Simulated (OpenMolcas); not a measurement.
# Ag³⁺ among point charges: CASSCF and CASPT2 levels and susceptibility

How does a field of 4 point charges split the states of Ag³⁺, and what χT follows?

Method: state-averaged CASSCF and CASPT2, spin-orbit coupling by RASSI with atomic mean-field integrals. Code: OpenMolcas 26.06.

## Step 1: The atom as given

```
Species                           : Ag³⁺ (silver, Z = 47, 44 electrons)
Basis                             : ANO-RCC-VTZP [7s6p4d2f1g], 68 functions
Scalar Hamiltonian                : DKH2, point nucleus
Inactive shells                   : 1s 2s 2p 3s 3p 3d 4s 4p
Active space                      : 8 electrons in 5 orbitals (4d)
Some configurations of this space : 4d⁸
Orbitals                          : optimised for each spin and parity, averaged over all roots
```

The outer shells:

4d8
```
4d [↑↓][↑↓][↑↓][↑ ][↑ ]
```

The ion sits among 4 point charges of -2.5 e arranged as a square (D4h), 2.07 Å from the ion.

The work runs as a chain of OpenMolcas steps in one folder; each step below is one input file. Labels, J, g values, rates, χT and fits are worked out afterwards by a script from the matrices that RASSI stores. The input lists half of the charges; inversion (Group=XYZ) makes the rest.

## Step 2: GATEWAY and SEWARD: basis and integrals

a.inp reads:

```
&GATEWAY
Coord
1

Ag 0.0 0.0 0.0
Basis=ANO-RCC-VTZP
Group=XYZ
NoMove
AngMom=0.0 0.0 0.0
AMFI
XField
2 Angstrom 0
2.070000 0.000000 0.000000 -2.500000
0.000000 2.070000 0.000000 -2.500000
&SEWARD
```

Standard output:

```text
Basis set label: AG.ANO-RCC...7S6P4D2F1G.

      Electronic valence basis set:
      ------------------
      Associated Effective Charge  47.000000 au
      Associated Actual Charge     47.000000 au
      Nuclear Model: Point charge

      Shell  nPrim  nBasis  Cartesian Spherical Contaminant
         s      21       7        X
         p      18       6        X
         d      13       4                 X
         f       6       2                 X
         g       4       1                 X
                  Relativistic Douglas-Kroll-Hess integrals:
                    - DKH order of Hamiltonian: 2
                    - DKH order of Properties : 0
                  Atomic mean-field integrals
```

## Step 3: CASSCF: triplets of even parity, 10 roots

a.inp reads:

```
&RASSCF
FileOrb=start.orb
Symmetry=1
Spin=3
nActEl=8 0 0
Inactive=9 9
Ras2=5 0
CIRoot=10 10 1
SDav=10
CIMx=300
Iter=120 100
PrWF=0.3
OrbListing=Nothing
MaxOrb=0
>>> COPY $Project.JobIph JOB001
```

start.orb holds the contracted functions of the basis, ordered by shell, or the orbitals of the step before.

Standard output, shortened:

```text
[...]
      Number of active orbitals                  5
[...]
      Spin quantum number                      1.0
[...]
      Active orbitals                            5   0
[...]
      Number of CSFs                            10
      Number of root(s) required                10
[...]
      Convergence after 10 iterations
[...]
      Natural orbitals and occupation numbers for root  1
      sym 1:   1.083003   1.916997   2.000000   1.916997   1.083003
      Natural orbitals and occupation numbers for root  2
      sym 1:   1.880180   1.119820   2.000000   1.880180   1.119820
      Natural orbitals and occupation numbers for root  3
      sym 1:   1.119820   1.880180   2.000000   1.880180   1.119820
::    RASSCF root number  1 Total energy:  -5317.44664462
::    RASSCF root number  2 Total energy:  -5317.43737370
::    RASSCF root number  3 Total energy:  -5317.43737370
[...]
::    RASSCF root number  7 Total energy:  -5317.39719674
::    RASSCF root number  8 Total energy:  -5317.34153405
::    RASSCF root number  9 Total energy:  -5317.29177920
::    RASSCF root number 10 Total energy:  -5317.29177920
```

## Step 4: Reference wave functions, singlets of even parity, 15 roots

a.inp reads:

```
&RASSCF
FileOrb=start.orb
Symmetry=1
Spin=1
nActEl=8 0 0
Inactive=9 9
Ras2=5 0
CIRoot=15 15 1
SDav=15
CIMx=300
Iter=120 100
PrWF=0.3
OrbListing=Nothing
MaxOrb=0
>>> COPY $Project.JobIph JOB002
```

Standard output, shortened:

```text
[...]
      Number of active orbitals                  5
[...]
      Spin quantum number                      0.0
[...]
      Active orbitals                            5   0
[...]
      Number of CSFs                            15
      Number of root(s) required                15
[...]
      Convergence after  7 iterations
[...]
      Natural orbitals and occupation numbers for root  1
      sym 1:   1.983491   1.962985   0.118916   1.962985   1.971623
      Natural orbitals and occupation numbers for root  2
      sym 1:   2.000000   1.000000   1.000000   2.000000   2.000000
      Natural orbitals and occupation numbers for root  3
      sym 1:   1.930659   0.187062   1.999353   1.930659   1.952266
::    RASSCF root number  1 Total energy:  -5317.41802834
::    RASSCF root number  2 Total energy:  -5317.39855349
::    RASSCF root number  3 Total energy:  -5317.37382967
[...]
::    RASSCF root number 12 Total energy:  -5317.25360703
::    RASSCF root number 13 Total energy:  -5317.25360703
::    RASSCF root number 14 Total energy:  -5317.24754321
::    RASSCF root number 15 Total energy:  -5317.14765233
```

## Step 5: State interaction with spin-orbit coupling

a.inp reads:

```
&RASSI
NrOfJobIphs=2 10 15
1 2 3 4 5 6 7 8 9 10
1 2 3 4 5 6 7 8 9 10 11 12 13 14 15
IphNames
JOB001
JOB002
EJob
SpinOrbit
DIPRint=1.0
SOCoupling=1000.0
Subsets=2
Property=9
'ANGMOM' 1 'ANGMOM' 2 'ANGMOM' 3 'MLTPL  1' 1 'MLTPL  1' 2 'MLTPL  1' 3
'AMFI' 1 'AMFI' 2 'AMFI' 3
SOProperty=3
'ANGMOM' 1 'ANGMOM' 2 'ANGMOM' 3
```

Standard output:

```text
SPIN-FREE ENERGIES:
  (Shifted by EMIN (a.u.) =      -5317.4466446156)

 SF State       Relative EMIN(au)   Rel lowest level(eV)    D:o, cm**(-1)      L_eff

     1             0.0000000000        0.0000000000              0.0000         2.1
     2             0.0092709124        0.2522743793           2034.7301         2.9
     3             0.0092709124        0.2522743793           2034.7301         2.9
     4             0.0240055821        0.6532251667           5268.6163         3.0
    11             0.0286162727        0.7786884492           6280.5459         3.3
     6             0.0396987855        1.0802589868           8712.8763         2.8
     5             0.0396987855        1.0802589868           8712.8763         2.8
    12             0.0480911242        1.3086261543          10554.7817         4.0
     7             0.0494478781        1.3455453112          10852.5548         3.0
    13             0.0728149419        1.9813955085          15981.0325         3.0
    14             0.0780133617        2.1228517179          17121.9538         2.5
    15             0.0780133627        2.1228517461          17121.9540         2.5
    16             0.0907937107        2.4706227318          19926.9162         2.5
     8             0.1051105696        2.8602043075          23069.1035         2.2
    17             0.1136570560        3.0927660492          24944.8405         2.3
    18             0.1161988462        3.1619316862          25502.6989         3.8
    19             0.1161988462        3.1619316862          25502.6989         3.8
    10             0.1548654168        4.2141026739          33989.0303         1.4
     9             0.1548654168        4.2141026739          33989.0303         1.4
    20             0.1661893299        4.5222420471          36474.3419         3.6
    21             0.1687604646        4.5922061847          37038.6408         3.8
    22             0.1930375873        5.2528203481          42366.8533         3.8
    23             0.1930375881        5.2528203698          42366.8535         3.8
    24             0.1991014033        5.4178251879          43697.7071         3.8
    25             0.2989922840        8.1359945245          65621.2213         0.5
     Dipole printing threshold changed to   1.00000000E+00
Eigenvalues of complex Hamiltonian:
   -----------------------------------
  (Shifted by EMIN (a.u.) =      -5317.4466446156)

 SO State       Relative EMIN(au)   Rel lowest level(eV)    D:o, cm**(-1)     J-value

     1            -0.0077134608        0.0000000000              0.0000         2.8
     2            -0.0034345802        0.1164342740            939.1058         1.6
     3            -0.0032371877        0.1218055955            982.4284         2.8
     4            -0.0032371877        0.1218055957            982.4284         2.8
     5            -0.0030500401        0.1268981425           1023.5025         1.7
     6             0.0064352853        0.3850069953           3105.2908         2.4
     7             0.0064352853        0.3850069951           3105.2908         2.4
     8             0.0081329790        0.4312035931           3477.8915         3.2
     9             0.0153114507        0.6265397613           5053.3840         2.2
    10             0.0239992716        0.8629474103           6960.1403         1.9
    11             0.0239992716        0.8629474098           6960.1402         1.9
    12             0.0305581218        1.0414228175           8399.6415         1.4
    13             0.0312050127        1.0590256141           8541.6176         2.2
    14             0.0324620287        1.0932307623           8817.5007         3.2
    15             0.0351445803        1.1662267096           9406.2528         3.0
    16             0.0351445803        1.1662267091           9406.2528         3.0
    17             0.0401848526        1.3033795059          10512.4647         2.3
    18             0.0412960233        1.3336160030          10756.3385         2.6
    19             0.0429077614        1.3774736296          11110.0741         2.2
    20             0.0502557201        1.5774217714          12722.7646         1.7
    21             0.0526895867        1.6436506570          13256.9366         2.0
    22             0.0526895869        1.6436506611          13256.9366         2.0
    23             0.0550868752        1.7088841997          13783.0806         1.6
    24             0.0769452559        2.3036810396          18580.4406         1.9
    25             0.0801999804        2.3922466052          19294.7701         2.3
    26             0.0801999812        2.3922466262          19294.7703         2.3
    27             0.0924779287        2.7263465975          21989.4683         1.7
    28             0.1048670147        3.0634708016          24708.5584         2.5
    29             0.1066805127        3.1128185973          25106.5752         2.4
    30             0.1066805126        3.1128185960          25106.5752         2.4
    31             0.1123748738        3.2677700576          26356.3430         1.5
    32             0.1182404025        3.4273792231          27643.6777         2.7
    33             0.1182404026        3.4273792263          27643.6777         2.7
    34             0.1494943424        4.2778422539          34503.1247         1.8
    35             0.1518247977        4.3412571745          35014.6005         1.8
    36             0.1554832969        4.4408100076          35817.5482         1.5
    37             0.1554832969        4.4408100078          35817.5482         1.5
    38             0.1578481602        4.5051612158          36336.5757         1.2
    39             0.1591604969        4.5408717165          36624.6003         1.4
    40             0.1696974468        4.8275967311          38937.1935         2.9
    41             0.1714466313        4.8751944676          39321.0952         3.0
Weights of the five most important spin-orbit-free states for each spin-orbit state.

 SO State  Total energy (au)           Spin-free states, spin, and weights
 -------------------------------------------------------------------------------------------------------
    1        -0.007713       1 1.0  0.7989    2 1.0  0.0657    3 1.0  0.0657   11 0.0  0.0367   13 0.0  0.0203
    2        -0.003435       3 1.0  0.3962    2 1.0  0.3962   11 0.0  0.0960    1 1.0  0.0743    6 1.0  0.0183
    3        -0.003237       1 1.0  0.8172    3 1.0  0.0947    2 1.0  0.0361    6 1.0  0.0294    4 1.0  0.0121
    4        -0.003237       1 1.0  0.8172    2 1.0  0.0947    3 1.0  0.0361    5 1.0  0.0294    4 1.0  0.0121
    5        -0.003050       2 1.0  0.4721    3 1.0  0.4721   12 0.0  0.0263    6 1.0  0.0147    5 1.0  0.0147
    6         0.006435       3 1.0  0.4421    2 1.0  0.2220    4 1.0  0.1728    1 1.0  0.1334    7 1.0  0.0204
    7         0.006435       2 1.0  0.4421    3 1.0  0.2220    4 1.0  0.1728    1 1.0  0.1334    7 1.0  0.0204
    8         0.008133       4 1.0  0.3497    3 1.0  0.2858    2 1.0  0.2858    5 1.0  0.0379    6 1.0  0.0379
    9         0.015311       2 1.0  0.4414    3 1.0  0.4414    6 1.0  0.0477    5 1.0  0.0477   16 0.0  0.0181
   10         0.023999       4 1.0  0.7198    3 1.0  0.1417    7 1.0  0.0616    2 1.0  0.0563   15 0.0  0.0137
   11         0.023999       4 1.0  0.7198    2 1.0  0.1417    7 1.0  0.0616    3 1.0  0.0563   14 0.0  0.0137
   12         0.030558       4 1.0  0.5999    3 1.0  0.1909    2 1.0  0.1909   17 0.0  0.0170    5 1.0  0.0004
```

These steps: 3.7 s of run time, 1 thread, shared host.

States without spin-orbit coupling:

| state | degeneracy | E (cm-1) | free-ion L (%) |
| --- | --- | --- | --- |
| 3A2 | 1 | 0 | P (52) |
| 3E | 2 | 2035 | F (97) |
| 3B1 | 1 | 5269 | F (100) |
| 1A1 | 1 | 6281 | G (59) |
| 3E | 2 | 8713 | F (90) |
| 1A2 | 1 | 10555 | G (100) |
| 3B2 | 1 | 10853 | F (100) |
| 1A1 | 1 | 15981 | D (49) |
| 1E | 2 | 17122 | D (80) |
| 1B1 | 1 | 19927 | D (80) |
| 3A2 | 1 | 23069 | F (52) |
| 1B2 | 1 | 24945 | D (87) |
| 1E | 2 | 25503 | G (90) |
| 3E | 2 | 33989 | P (86) |
| 1B1 | 1 | 36474 | G (80) |
| 1B2 | 1 | 37039 | G (87) |
| 1E | 2 | 42367 | G (91) |
| 1A1 | 1 | 43698 | G (93) |
| 1A1 | 1 | 65621 | S (89) |

With spin-orbit coupling:

| E (cm-1) | Degeneracy | Label | 2S+1 | g |
| --- | --- | --- | --- | --- |
| 0.0 | 1 | A1 | 3 |  |
| 939.1 | 1 | A1 | 3 |  |
| 982.4 | 2 | E | 3 | 0.00 0.00 3.07 |
| 1024 | 1 | A2 | 3 |  |
| 3105 | 2 | E | 3 | 0.00 0.00 4.05 |
| 3478 | 1 | B2 | 3 |  |
| 5053 | 1 | B1 | 3 |  |
| 6960 | 2 | E | 3 | 0.00 0.00 5.69 |
| 8400 | 1 | B2 | 3 |  |
| 8542 | 1 | A1 | 1 |  |
| 8818 | 1 | B1 | 3 |  |
| 9406 | 2 | E | 3 | 0.00 0.00 0.24 |
| 10512 | 1 | B2 | 3 |  |
| 10756 | 1 | A2 | 3 |  |
| 11110 | 1 | A1 | 3 |  |
| 12723 | 1 | A2 | 1 |  |
| 13257 | 2 | E | 3 | 0.00 0.00 1.38 |
| 13783 | 1 | B1 | 3 |  |
| 18580 | 1 | A1 | 1 |  |
| 19295 | 2 | E | 1 | 0.00 0.00 1.31 |
| 21989 | 1 | B1 | 1 |  |
| 24709 | 1 | A1 | 3 |  |
| 25107 | 2 | E | 3 | 0.00 0.00 2.38 |
| 26356 | 1 | B2 | 1 |  |

Principal g values are given for doublets only; a zero marks a field direction without first-order Zeeman splitting.

Powder χT (cm³ K/mol): 0.01 at 2 K, 0.02 at 5 K, 0.03 at 10 K, 0.06 at 20 K, 0.15 at 50 K, 0.31 at 100 K, 0.46 at 150 K, 0.62 at 200 K, 0.78 at 250 K, 0.93 at 300 K.

Orbitals of the lowest block (energies include the constant potential of the surroundings):

| shell | space | energy (hartree) | mean occupation | ⟨r²⟩ (bohr²) |
| --- | --- | --- | --- | --- |
| 1s | inactive | -940.9435 | 2.000 | 0.00127 |
| 2s | inactive | -140.8342 | 2.000 | 0.0213 |
| 2p | inactive | -126.0599 | 6.000 | 0.0169 |
| 3s | inactive | -26.3137 | 2.000 | 0.154 |
| 3p | inactive | -21.3218 | 6.000 | 0.155 |
| 3d | inactive | -13.4277 | 10.000 | 0.141 |
| 4s | inactive | -3.1646 | 2.000 | 0.941 |
| 4p | inactive | -1.6092 | 6.000 | 1.12 |
| 4d | RAS2 |  | 8.000 | 1.88 |

## Step 6: CASPT2: IPEA 0.25, imaginary shift 0.1 (closed shells correlated: 4s 4p)

a.inp reads:

```
>>> COPY JOB001 $Project.JobIph
&CASPT2
Multistate=10 1 2 3 4 5 6 7 8 9 10
NoMult
Frozen=8 6
IPEA=0.25
Imaginary=0.1
MaxIter=60
WThr=0.0 0.3 0.05
PrWF=0.5
NoMix
>>> COPY JOB002 $Project.JobIph
&CASPT2
Multistate=15 1 2 3 4 5 6 7 8 9 10 11 12 13 14 15
NoMult
Frozen=8 6
IPEA=0.25
Imaginary=0.1
MaxIter=60
WThr=0.0 0.3 0.05
PrWF=0.5
NoMix
```

Standard output, shortened:

```text
[...]
      Active orbitals                            5   0
[...]
      E2 (Variational):          -0.4535756176
      Total energy:           -5317.9002202332
[...]
::    CASPT2 Root  1     Total energy:  -5317.90022023
::    CASPT2 Root  2     Total energy:  -5317.88335679
[...]
::    CASPT2 Root 12     Total energy:  -5317.70887554
::    CASPT2 Root 13     Total energy:  -5317.70887553
::    CASPT2 Root 14     Total energy:  -5317.70449663
::    CASPT2 Root 15     Total energy:  -5317.62457486
```

Time for this run: 2.5 s (1 thread, shared host).

SS-CASPT2: lowest energy less the reference's lowest, -0.4536 hartree; reference weights 0.937 to 0.945.

States without spin-orbit coupling:

| state | degeneracy | E (cm-1) | free-ion L (%) |
| --- | --- | --- | --- |
| 3A2 | 1 | 0 | P (52) |
| 3E | 2 | 3701 | F (97) |
| 1A1 | 1 | 6379 | G (59) |
| 3B1 | 1 | 7801 | F (100) |
| 1A2 | 1 | 9540 | G (100) |
| 3E | 2 | 10287 | F (90) |
| 3B2 | 1 | 13598 | F (100) |
| 1E | 2 | 16028 | D (80) |
| 1A1 | 1 | 16398 | D (49) |
| 1B1 | 1 | 19845 | D (80) |
| 3A2 | 1 | 23727 | F (52) |
| 1E | 2 | 24283 | G (90) |
| 1B2 | 1 | 24931 | D (87) |
| 3E | 2 | 33608 | P (86) |
| 1B1 | 1 | 35731 | G (80) |
| 1B2 | 1 | 36091 | G (87) |
| 1E | 2 | 41995 | G (91) |
| 1A1 | 1 | 42956 | G (93) |
| 1A1 | 1 | 60497 | S (89) |

With spin-orbit coupling:

```
E (cm-1)  Degeneracy  Label  2S+1               g
       0           1     A1     3                
    1040           2      E     3  0.00 0.00 3.71
    2290           1     A1     3                
    2470           1     A2     3                
    4640           2      E     3  0.00 0.00 4.48
    5270           1     B2     3                
    6550           1     B1     3                
    8830           1     A1     1                
    9140           2      E     3  0.00 0.00 5.54
   10430           1     B2     3                
   10590           1     B1     3                
   10840           2      E     3  0.00 0.00 0.26
   11230           1     A2     1                
   12000           1     B2     3                
   12200           1     A1     3                
   12640           1     A2     3                
   15090           2      E     3  0.00 0.00 1.31
   15870           1     B1     3                
   18920           1     A1     1                
   18960           2      E     1  0.00 0.00 0.71
   21990           1     B1     1                
   25160           2      E     3  0.00 0.00 0.12
   25230           1     A1     3                
   26230           1     B2     1
```

Powder χT (cm³ K/mol): 0.00 at 2 K, 0.01 at 5 K, 0.02 at 10 K, 0.05 at 20 K, 0.12 at 50 K, 0.23 at 100 K, 0.35 at 150 K, 0.46 at 200 K, 0.57 at 250 K, 0.68 at 300 K.

## Step 7: The methods side by side

A. CASSCF
B. SS-CASPT2, IPEA 0.25, imaginary shift 0.1 (closed shells correlated: 4s 4p)

| method | ground state | first state of that spin (cm-1) | first gap with spin-orbit (cm-1) | χT at 300 K |
| --- | --- | --- | --- | --- |
| A | 3A2 | 3E 2035 | 939.1 | 0.93 |
| B | 3A2 | 3E 3701 | 1037.1 | 0.68 |

## Step 8: Outcome

| quantity | value |
| --- | --- |
| method | SS-CASPT2, IPEA 0.25, imaginary shift 0.1 (closed shells correlated: 4s 4p) |
| spin-free ground state | 3A2, 1-fold in its orbital part |
| first state of the same spin within the active space | 3E at 3700 cm⁻¹ |
| lowest level | 1-fold A1 |
| next level | 1037.1 cm⁻¹ |
| χT at 300 K | 0.68 cm³ K/mol |
| effective moment at 300 K | 2.34 μB |

Cost by method:

| method | time of its own steps | time with the reference |
| --- | --- | --- |
| A. CASSCF | 3.7 s | 3.7 s |
| B. SS-CASPT2, IPEA 0.25, imaginary shift 0.1, +4s 4p | 2.5 s | 6.2 s |

Times are of one thread on a shared host.

What this shows: The spin-free ground state (3A2) comes to 52 % from free-ion P terms and keeps the highest spin of the shell. χT at 300 K is 0.68, against 1.00 cm³ K/mol for the spin alone, so spin-orbit coupling lowers it. The field of point charges can differ much from that of real complexes. This is an electrostatic model: the charges have no orbitals.
